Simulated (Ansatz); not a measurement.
# Li+ with F₂: interaction against distance, part 3 of 3

Ansatz 0.2.0, Gaussian basis. The steps go on from the part before.

## 12. B moved by +1.01 Å, wB97M-V/def2-TZVPPD

ab/in.yaml

```yaml
crystal:
  periodic: [false, false, false]
  atoms:
    - {symbol: Li, position_ang: [0.082120, -0.078030, -1.553294]}
    - {symbol: F, position_ang: [-0.476741, 0.453084, 1.334584]}
    - {symbol: F, position_ang: [0.288617, -0.274472, 2.223759]}
basis:
  gaussian: {orbitals: "def2-TZVPPD.json"}
total_charge: 1
hamiltonian: {xc: {name: wB97M-V}}
```

a/in.yaml

```yaml
crystal:
  periodic: [false, false, false]
  atoms:
    - {symbol: Li, position_ang: [0.082120, -0.078030, -1.553294]}
basis:
  gaussian:
    orbitals: "def2-TZVPPD.json"
    ghost_atoms:
      - {symbol: F, position_ang: [-0.476741, 0.453084, 1.334584]}
      - {symbol: F, position_ang: [0.288617, -0.274472, 2.223759]}
total_charge: 1
hamiltonian: {xc: {name: wB97M-V}}
```

b/in.yaml

```yaml
crystal:
  periodic: [false, false, false]
  atoms:
    - {symbol: F, position_ang: [-0.476741, 0.453084, 1.334584]}
    - {symbol: F, position_ang: [0.288617, -0.274472, 2.223759]}
basis:
  gaussian:
    orbitals: "def2-TZVPPD.json"
    ghost_atoms:
      - {symbol: Li, position_ang: [0.082120, -0.078030, -1.553294]}
hamiltonian: {xc: {name: wB97M-V}}
```

One command serves all of them, each in its own folder.

Run with:

```console
> ansatz run in.yaml --threads 2 --pin off --events-out ev --progress --plain --max-ram 5222MiB
```

Log of ab, shortened:

```text
Functional definition: wB97M-V
  name "wB97M-V"
  cite "Mardirossian & Head-Gordon, J. Chem. Phys. 144, 214110 (2016) doi:10.1063/1.4952647"
  cite "Becke, J. Chem. Phys. 107, 8554 (1997) doi:10.1063/1.475007"
  cite "Vydrov & Van Voorhis, J. Chem. Phys. 133, 244103 (2010) doi:10.1063/1.3521275"
  # Of w^i u^j: cxij and so on, Table III.
[...]
  gx(w, u) = 1 - cx + cx01*u + cx10*w
[...]
      + integral(e_c_pw_mod_opposite_spin*gos(b97_w_opposite, b97_u_opposite)) + vv10(b, c)
550 factors; their error is unknown
182 factors; integrals over basis functions are off by at most 7.9e-5 eV
[...]
mean field -5628.18844804 eV, -206.8321105424 hartree, gradient 2.0e-5 eV, S^2 0.000000; 0 other end points of the search recorded, 0 dependent functions left out
reference -5628.18849888 eV, -206.8321124108 hartree; 10, 10 occupied and 92, 92 virtual orbitals, 550 factors
Total energy: -5628.18849888 eV, -206.8321124108 hartree
```

a printed, shortened:

```text
[... 5 set-up lines as earlier in the session ...]
  # Of w^i u^j: cxij and so on, Table III.
[...]
  gx(w, u) = 1 - cx + cx01*u + cx10*w
[...]
      + integral(e_c_pw_mod_opposite_spin*gos(b97_w_opposite, b97_u_opposite)) + vv10(b, c)
540 factors; their error is unknown
180 factors; integrals over basis functions are off by at most 7.8e-5 eV
[...]
mean field -197.98611796 eV, -7.2758556353 hartree, gradient 1.0e-6 eV, S^2 0.000000; 0 other end points of the search recorded, 0 dependent functions left out
reference -197.98612609 eV, -7.2758559339 hartree; 1, 1 occupied and 101, 101 virtual orbitals, 540 factors
Total energy: -197.98612609 eV, -7.2758559339 hartree
```

Log of b, shortened:

```text
[... 5 set-up lines as earlier in the session ...]
  # Of w^i u^j: cxij and so on, Table III.
[...]
  gx(w, u) = 1 - cx + cx01*u + cx10*w
[...]
      + integral(e_c_pw_mod_opposite_spin*gos(b97_w_opposite, b97_u_opposite)) + vv10(b, c)
500 factors; their error is unknown
154 factors; integrals over basis functions are off by at most 2.0e-4 eV
[...]
mean field -5430.09765605 eV, -199.5524082076 hartree, gradient 9.7e-6 eV, S^2 0.000000; 0 other end points of the search recorded, 0 dependent functions left out
reference -5430.09770733 eV, -199.5524100919 hartree; 9, 9 occupied and 93, 93 virtual orbitals, 500 factors
Total energy: -5430.09770733 eV, -199.5524100919 hartree
```

Times: 0.85 s (ab), 0.55 s (a), 0.8 s (b) on 2 threads of AMD EPYC 9R45, shared host.

ab − a − b = -2.41 kcal/mol.

## 13. B moved by +1.01 Å, CCSD(T)/def2-TZVPPD

The same edit goes into each in.yaml of step 12 (ab, a, b):

```diff
-hamiltonian: {xc: {name: wB97M-V}}
+correlation: {method: ccsd_t}
```

Each run has its own folder and the same command.

Run with:

```console
> ansatz run in.yaml --threads 2 --pin off --events-out ev --progress --plain --max-ram 5222MiB
```

Log of ab, shortened:

```text
[... 4 set-up lines as earlier in the session ...]
[...]
707 factors; integrals over basis functions are off by at most 7.3e-4 eV
[...]
mean field -5605.76908748 eV, -206.0082142382 hartree, gradient 2.8e-6 eV, S^2 0.000000; 0 other end points of the search recorded, 0 dependent functions left out; unrestricted orbitals would lower it
[...]
reference -5605.76908748 eV, -206.0082142382 hartree; 8, 8 occupied and 92, 92 virtual orbitals, 707 factors
second order -14.92751871 eV of doubles, -0.00000000 eV of singles
cycle   1  -14.71769214 eV  change    2.1e-1 eV  update   7.5e-2
[...]
cycle  12  -15.17876019 eV  change   -8.8e-6 eV  update   1.1e-5
perturbative correction -0.48008170 eV, -0.0176426770 hartree
Total energy: -5621.42792937 eV, -206.5836660637 hartree
```

Log of a, shortened:

```text
[... 4 set-up lines as earlier in the session ...]
[...]
697 factors; integrals over basis functions are off by at most 7.3e-4 eV
[...]
mean field -196.91177268 eV, -7.2363741743 hartree, gradient 6.1e-7 eV, S^2 0.000000; 0 other end points of the search recorded, 0 dependent functions left out
reference -196.91177268 eV, -7.2363741743 hartree; 1, 1 occupied and 101, 101 virtual orbitals, 697 factors
second order -0.81533725 eV of doubles, -0.00000000 eV of singles
cycle   1  -0.91563702 eV  change   -1.0e-1 eV  update   6.4e-3
[...]
cycle   5  -0.93154589 eV  change   -5.7e-7 eV  update   7.2e-7
perturbative correction -0.00000000 eV, -0.0000000000 hartree
Total energy: -197.84331857 eV, -7.2706078543 hartree
```

Output in b, shortened:

```text
[... 4 set-up lines as earlier in the session ...]
[...]
643 factors; integrals over basis functions are off by at most 1.1e-3 eV
[...]
mean field -5408.76496546 eV, -198.7684462880 hartree, gradient 3.0e-6 eV, S^2 0.000000; 0 other end points of the search recorded, 0 dependent functions left out; unrestricted orbitals would lower it
[...]
reference -5408.76496546 eV, -198.7684462880 hartree; 7, 7 occupied and 93, 93 virtual orbitals, 643 factors
second order -14.10836828 eV of doubles, -0.00000000 eV of singles
cycle   1  -13.80189088 eV  change    3.1e-1 eV  update   7.4e-2
[...]
cycle  10  -14.24395001 eV  change    8.1e-6 eV  update   6.1e-6
perturbative correction -0.47864541 eV, -0.0175898945 hartree
Total energy: -5423.48756088 eV, -199.3094916903 hartree
```

Times: 1 s (ab), 0.3 s (a), 0.8 s (b) on 2 threads of AMD EPYC 9R45, shared host; peak memory 0.34 GiB.

This point gives -2.24 kcal/mol.

## 14. B moved by +2.01 Å, wB97M-V/def2-TZVPPD

ab/in.yaml

```yaml
crystal:
  periodic: [false, false, false]
  atoms:
    - {symbol: Li, position_ang: [0.082120, -0.078030, -1.553294]}
    - {symbol: F, position_ang: [-0.529743, 0.503425, 2.337108]}
    - {symbol: F, position_ang: [0.235615, -0.224131, 3.226284]}
basis:
  gaussian: {orbitals: "def2-TZVPPD.json"}
total_charge: 1
hamiltonian: {xc: {name: wB97M-V}}
```

a/in.yaml

```yaml
crystal:
  periodic: [false, false, false]
  atoms:
    - {symbol: Li, position_ang: [0.082120, -0.078030, -1.553294]}
basis:
  gaussian:
    orbitals: "def2-TZVPPD.json"
    ghost_atoms:
      - {symbol: F, position_ang: [-0.529743, 0.503425, 2.337108]}
      - {symbol: F, position_ang: [0.235615, -0.224131, 3.226284]}
total_charge: 1
hamiltonian: {xc: {name: wB97M-V}}
```

b/in.yaml

```yaml
crystal:
  periodic: [false, false, false]
  atoms:
    - {symbol: F, position_ang: [-0.529743, 0.503425, 2.337108]}
    - {symbol: F, position_ang: [0.235615, -0.224131, 3.226284]}
basis:
  gaussian:
    orbitals: "def2-TZVPPD.json"
    ghost_atoms:
      - {symbol: Li, position_ang: [0.082120, -0.078030, -1.553294]}
hamiltonian: {xc: {name: wB97M-V}}
```

One command serves all of them, each in its own folder.

Run with:

```console
> ansatz run in.yaml --threads 2 --pin off --events-out ev --progress --plain --max-ram 5222MiB
```

Output in ab, shortened:

```text
[... 5 set-up lines as earlier in the session ...]
  # Of w^i u^j: cxij and so on, Table III.
[...]
  gx(w, u) = 1 - cx + cx01*u + cx10*w
[...]
      + integral(e_c_pw_mod_opposite_spin*gos(b97_w_opposite, b97_u_opposite)) + vv10(b, c)
550 factors; their error is unknown
182 factors; integrals over basis functions are off by at most 1.5e-4 eV
[...]
mean field -5628.11615452 eV, -206.8294538044 hartree, gradient 1.8e-5 eV, S^2 0.000000; 0 other end points of the search recorded, 0 dependent functions left out
reference -5628.11620951 eV, -206.8294558253 hartree; 10, 10 occupied and 92, 92 virtual orbitals, 550 factors
Total energy: -5628.11620951 eV, -206.8294558253 hartree
```

Output in a, shortened:

```text
[... 5 set-up lines as earlier in the session ...]
  # Of w^i u^j: cxij and so on, Table III.
[...]
  gx(w, u) = 1 - cx + cx01*u + cx10*w
[...]
      + integral(e_c_pw_mod_opposite_spin*gos(b97_w_opposite, b97_u_opposite)) + vv10(b, c)
540 factors; their error is unknown
180 factors; integrals over basis functions are off by at most 8.8e-5 eV
[...]
mean field -197.98582237 eV, -7.2758447725 hartree, gradient 6.0e-7 eV, S^2 0.000000; 0 other end points of the search recorded, 0 dependent functions left out
reference -197.98583111 eV, -7.2758450938 hartree; 1, 1 occupied and 101, 101 virtual orbitals, 540 factors
Total energy: -197.98583111 eV, -7.2758450938 hartree
```

b printed, shortened:

```text
[... 5 set-up lines as earlier in the session ...]
  # Of w^i u^j: cxij and so on, Table III.
[...]
  gx(w, u) = 1 - cx + cx01*u + cx10*w
[...]
      + integral(e_c_pw_mod_opposite_spin*gos(b97_w_opposite, b97_u_opposite)) + vv10(b, c)
500 factors; their error is unknown
154 factors; integrals over basis functions are off by at most 3.7e-4 eV
[...]
mean field -5430.09747985 eV, -199.5524017323 hartree, gradient 6.2e-5 eV, S^2 0.000000; 0 other end points of the search recorded, 0 dependent functions left out
reference -5430.09753079 eV, -199.5524036043 hartree; 9, 9 occupied and 93, 93 virtual orbitals, 500 factors
Total energy: -5430.09753079 eV, -199.5524036043 hartree
```

Times: 0.85 s (ab), 0.55 s (a), 0.85 s (b) on 2 threads of AMD EPYC 9R45, shared host.

Interaction: -0.76 kcal/mol.

## 15. B moved by +2.01 Å, CCSD(T)/def2-TZVPPD

The same edit goes into each in.yaml of step 14 (ab, a, b):

```diff
-hamiltonian: {xc: {name: wB97M-V}}
+correlation: {method: ccsd_t}
```

One command serves all of them, each in its own folder.

Run with:

```console
> ansatz run in.yaml --threads 2 --pin off --events-out ev --progress --plain --max-ram 5222MiB
```

Output in ab, shortened:

```text
[... 4 set-up lines as earlier in the session ...]
[...]
705 factors; integrals over basis functions are off by at most 8.9e-4 eV
[...]
mean field -5605.70644428 eV, -206.0059121431 hartree, gradient 1.4e-6 eV, S^2 0.000000; 0 other end points of the search recorded, 0 dependent functions left out; unrestricted orbitals would lower it
[...]
reference -5605.70644428 eV, -206.0059121431 hartree; 8, 8 occupied and 92, 92 virtual orbitals, 705 factors
second order -14.92189927 eV of doubles, -0.00000000 eV of singles
cycle   1  -14.71469848 eV  change    2.1e-1 eV  update   7.4e-2
[...]
cycle  11  -15.17350174 eV  change   -2.8e-6 eV  update   1.5e-5
perturbative correction -0.47878403 eV, -0.0175949887 hartree
Total energy: -5621.35873006 eV, -206.5811230359 hartree
```

Output in a, shortened:

```text
[... 4 set-up lines as earlier in the session ...]
[...]
695 factors; integrals over basis functions are off by at most 8.9e-4 eV
[...]
mean field -196.91174614 eV, -7.2363731992 hartree, gradient 9.8e-6 eV, S^2 0.000000; 0 other end points of the search recorded, 0 dependent functions left out
reference -196.91174614 eV, -7.2363731992 hartree; 1, 1 occupied and 101, 101 virtual orbitals, 695 factors
second order -0.81494161 eV of doubles, -0.00000000 eV of singles
cycle   1  -0.91513031 eV  change   -1.0e-1 eV  update   6.4e-3
[...]
cycle   5  -0.93100925 eV  change   -5.9e-7 eV  update   7.2e-7
perturbative correction -0.00000000 eV, -0.0000000000 hartree
Total energy: -197.84275539 eV, -7.2705871579 hartree
```

b printed, shortened:

```text
[... 4 set-up lines as earlier in the session ...]
[...]
640 factors; integrals over basis functions are off by at most 1.1e-3 eV
[...]
mean field -5408.76474512 eV, -198.7684381908 hartree, gradient 2.5e-6 eV, S^2 0.000000; 0 other end points of the search recorded, 0 dependent functions left out; unrestricted orbitals would lower it
[...]
reference -5408.76474512 eV, -198.7684381908 hartree; 7, 7 occupied and 93, 93 virtual orbitals, 640 factors
second order -14.10636300 eV of doubles, -0.00000000 eV of singles
cycle   1  -13.79999913 eV  change    3.1e-1 eV  update   7.4e-2
[...]
cycle  10  -14.24197198 eV  change    6.6e-6 eV  update   5.8e-6
perturbative correction -0.47835775 eV, -0.0175793232 hartree
Total energy: -5423.48507485 eV, -199.3094003306 hartree
```

Times: 0.95 s (ab), 0.3 s (a), 0.85 s (b) on 2 threads of AMD EPYC 9R45, shared host; peak memory 0.34 GiB.

Interaction: -0.71 kcal/mol.

## 16. The curves

```csv
shift (Å),Li1–F2 (Å),PBE-D4,r2SCAN-D4,PBE0-D4,B3LYP-D4,wB97M-V,Hartree-Fock,MP2,CCSD,CCSD(T)
-0.20,1.82,-5.71,-4.54,-5.71,-6.06,-5.53,-5.10,-4.25,-4.61,-4.59
-0.10,1.91,-6.73,-5.56,-6.59,-6.94,-6.44,-5.92,-5.36,-5.62,-5.62
0.00,2.01,-7.04,-5.90,-6.81,-7.16,-6.67,-6.08,-5.76,-5.93,-5.95
0.10,2.11,-6.94,-5.82,-6.64,-6.99,-6.50,-5.88,-5.72,-5.83,-5.87
0.24,2.24,-6.45,-5.37,-6.09,-6.47,-5.91,-5.29,-5.29,-5.34,-5.39
0.50,2.50,-5.28,-4.22,-4.89,-5.39,-4.51,-3.99,-4.09,-4.09,-4.15
1.01,2.99,-3.02,-2.35,-2.76,-3.12,-2.41,-2.13,-2.22,-2.20,-2.24
2.01,3.98,-0.98,-0.80,-0.93,-1.03,-0.76,-0.69,-0.70,-0.70,-0.71
```

Energies in kcal/mol.

Miss and cost, level by level (times from a shared host):

```csv
method,RMS deviation from CCSD(T) (kcal/mol),mean time a point
PBE-D4,1.00,0.69 s
r2SCAN-D4,0.07,1.2 s
PBE0-D4,0.78,0.74 s
B3LYP-D4,1.13,0.81 s
wB97M-V,0.60,2.2 s
Hartree-Fock,0.23,part of the CCSD(T) run
MP2,0.18,part of the CCSD(T) run
CCSD,0.03,part of the CCSD(T) run
CCSD(T),0,2.1 s
```

The best functional, r2SCAN-D4, misses by 0.07 kcal/mol and takes 1.2 s a point, against 2.1 s for CCSD(T).

## 17. Results

What follows sums up all 3 parts.

| quantity | value |
| --- | --- |
| deepest point, CCSD(T) | -5.95 kcal/mol at +0.00 Å |
| at the longest distance | -0.71 kcal/mol at +2.01 Å |
| at the shortest | -4.59 kcal/mol at -0.20 Å |
| RMS deviation from CCSD(T) | PBE-D4 1.00, r2SCAN-D4 0.07, PBE0-D4 0.78, B3LYP-D4 1.13, wB97M-V 0.60, Hartree-Fock 0.23, MP2 0.18, CCSD 0.03 kcal/mol |

Of the points run, CCSD(T) in this basis is lowest at the PBE0-D4 geometry. At +2.01 Å, 12 % of the binding is left. CCSD follows best and B3LYP-D4 worst. The restricted Hartree–Fock reference is unstable towards an unrestricted one at one or more of these structures.
